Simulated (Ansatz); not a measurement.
# C2H4BBrSn: the cost of one run

All numbers below are computed with Ansatz 0.2.0 (RKS PBE0-D4/def2-SVP).

## 1. The system as given

Bond lengths: Br1–C2 1.868 Å, C2–C3 1.385 Å, C2–B4 1.455 Å, C3–B4 1.405 Å, B4–Sn5 2.259 Å, C3–H6 1.104 Å, Sn5–H7 1.722 Å, Sn5–H8 1.731 Å, Sn5–H9 1.811 Å. Angles (14 of 15 angles, heavy atoms first): Br1–C2–C3 148.1°, Br1–C2–B4 152.7°, C3–C2–B4 59.2°, C2–C3–B4 62.9°, C2–B4–C3 57.9°, C2–B4–Sn5 148.8°, C3–B4–Sn5 153.3°, C2–C3–H6 148.2°, B4–C3–H6 148.4°, B4–Sn5–H7 111.0°, B4–Sn5–H8 108.9°, B4–Sn5–H9 108.6°, H7–Sn5–H8 111.3°, H7–Sn5–H9 108.9°.

Coordinates:

```xyz
9

Br    0.8024    1.7868   -2.9128
C     0.8951    0.5546   -1.5124
C     1.6062   -0.4477   -0.8730
B     0.3868   -0.0586   -0.2944
Sn   -1.2438   -0.2006    1.2625
H     2.5353   -1.0403   -0.8010
H    -2.7733    0.2231    0.5931
H    -1.2633   -1.8066    1.9090
H    -0.8568    0.9430    2.6120
```

## 2. End point A

File input.yaml:

```yaml
crystal:
  periodic: [false, false, false]
  atoms:
    - { symbol: Br, position_ang: [0.8024, 1.7868, -2.9128] }
    - { symbol: C, position_ang: [0.8951, 0.5546, -1.5124] }
    - { symbol: C, position_ang: [1.6062, -0.4477, -0.873] }
    - { symbol: B, position_ang: [0.3868, -0.0586, -0.2944] }
    - { symbol: Sn, position_ang: [-1.2438, -0.2006, 1.2625] }
    - { symbol: H, position_ang: [2.5353, -1.0403, -0.801] }
    - { symbol: H, position_ang: [-2.7733, 0.2231, 0.5931] }
    - { symbol: H, position_ang: [-1.2633, -1.8066, 1.909] }
    - { symbol: H, position_ang: [-0.8568, 0.943, 2.612] }
basis:
  gaussian: { orbitals: def2-SVP }
hamiltonian:
  xc: pbe0
  dispersion: d4
relax:
  f_tol: 0.02
  max_steps: 50
```

The run is started by

```
$ ansatz run input.yaml --threads 2 --pin off --max-ram 3072MiB --backend cpu --events-out ev --progress --plain --runs-dir out
```

Q: Estimate wall time and peak memory on 2 threads of AMD EPYC 9R45 (Zen 5), shared host.

About 16 s, with a peak of 0.36 GiB.
